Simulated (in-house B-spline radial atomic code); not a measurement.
# Zr⁴⁺: binding energies from hole states

How much more does a second hole in Zr⁴⁺ cost because of the first?

Program: in-house B-spline radial atomic code version 1. Level of theory: Dirac-Hartree-Fock, average of configuration, Fermi nucleus, basis-set limit. These are calculated values, not measurements, unless marked.

## 1. The atom as given

```
element       : zirconium (Z = 40)
charge        : +4
electrons     : 36
configuration : [Ar] 3d10 4s2 4p6
Hamiltonian   : Dirac-Coulomb
nucleus       : Fermi, rms radius 4.269 fm
```

Outer shells as boxes (Hund's rule):

[Ar] 3d10 4s2 4p6
```
[Ar] core
3d [↑↓][↑↓][↑↓][↑↓][↑↓]
4s [↑↓]
4p [↑↓][↑↓][↑↓]
```

Settings of the run:

```ini
Z = 40
electrons = 36.0
configuration = [Ar] 3d10 4s2 4p6
hamiltonian = dirac
method = hf
spin_polarised = False
nucleus = fermi
rms_radius = 4.2694
mass_number = 90
atomic_mass = 89.904698755
speed_of_light = 137.035999084
```

From the earlier run of the reference: total energy -3594.424549 hartree. Levels, eight at most:

```csv
orbital,occupation,energy (eV),<r> (bohr)
3s1/2,2,-497.04,0.4551
3p1/2,2,-410.98,0.4525
3p3/2,4,-396.65,0.4624
3d3/2,4,-245.40,0.4488
3d5/2,6,-242.81,0.4522
4s1/2,2,-109.05,1.198
4p1/2,2,-81.980,1.306
4p3/2,4,-79.963,1.330
```

Single holes known from earlier runs (ΔSCF): 1s 18099.2 eV, 2s 2598.28 eV, 2p3/2 2282.66 eV, 3s 489.72 eV, 3p3/2 389.41 eV, 4s 108.21 eV, 4p3/2 79.222 eV.

## 2. The 3s and 4s holes

Settings of the run:

```ini
Z = 40
electrons = 34.0
configuration = 1s2 2s2 2p6 3s1 3p6 3d10 4s1 4p6
hamiltonian = dirac
method = hf
spin_polarised = False
nucleus = fermi
rms_radius = 4.2694
mass_number = 90
atomic_mass = 89.904698755
speed_of_light = 137.035999084
```

## 3. The 1s and 4p3/2 holes

In configurations, a minus sign after the shell means j = l − 1/2 and a plus sign j = l + 1/2; the count of electrons follows.

Changes to the settings of step 2:

```diff
@@ -2,3 +2,3 @@
 electrons = 34.0
-configuration = 1s2 2s2 2p6 3s1 3p6 3d10 4s1 4p6
+configuration = 1s1 2s2 2p6 3s2 3p6 3d10 4s2 4p-2 4p+3
 hamiltonian = dirac
```

## 4. The 1s and 1s holes

Changes to the settings of step 3:

```diff
@@ -2,3 +2,3 @@
 electrons = 34.0
-configuration = 1s1 2s2 2p6 3s2 3p6 3d10 4s2 4p-2 4p+3
+configuration = 2s2 2p6 3s2 3p6 3d10 4s2 4p6
 hamiltonian = dirac
```

## 5. The 2s and 4p3/2 holes

Changes to the settings of step 4:

```diff
@@ -2,3 +2,3 @@
 electrons = 34.0
-configuration = 2s2 2p6 3s2 3p6 3d10 4s2 4p6
+configuration = 1s2 2s1 2p6 3s2 3p6 3d10 4s2 4p-2 4p+3
 hamiltonian = dirac
```

## 6. The 2p3/2 and 3p3/2 holes

Changes to the settings of step 5:

```diff
@@ -2,3 +2,3 @@
 electrons = 34.0
-configuration = 1s2 2s1 2p6 3s2 3p6 3d10 4s2 4p-2 4p+3
+configuration = 1s2 2s2 2p-2 2p+3 3s2 3p-2 3p+3 3d10 4s2 4p6
 hamiltonian = dirac
```

## 7. The 2p3/2 and 4p3/2 holes

Changes to the settings of step 6:

```diff
@@ -2,3 +2,3 @@
 electrons = 34.0
-configuration = 1s2 2s2 2p-2 2p+3 3s2 3p-2 3p+3 3d10 4s2 4p6
+configuration = 1s2 2s2 2p-2 2p+3 3s2 3p6 3d10 4s2 4p-2 4p+3
 hamiltonian = dirac
```

What does each hole state cost in eV, and how does that compare with the orbital energies or single holes?

The runs gave:

| two holes | ΔSCF (eV) | less the two single holes (eV) |
| --- | --- | --- |
| 3s and 4s | 618.71 | 20.78 |
| 1s and 4p3/2 | 18200.1 | 21.66 |
| 1s and 1s | 36788.7 | 590.29 |
| 2s and 4p3/2 | 2698.58 | 21.08 |
| 2p3/2 and 3p3/2 | 2713.52 | 41.46 |
| 2p3/2 and 4p3/2 | 2382.57 | 20.70 |

**Reading.** Two holes cost more than the sum of each, because the second electron leaves a more charged ion. The excess runs from 20.7 eV (2p3/2 and 4p3/2) to 590.3 eV (1s and 1s); it tends to be largest where both holes are compact. Two partly filled shells share a symmetry and can mix in the average, which may lower the energy, in these hole states: 3s and 4s; 2p3/2 and 3p3/2; 2p3/2 and 4p3/2. Values are for the free ion, measured from the vacuum level.
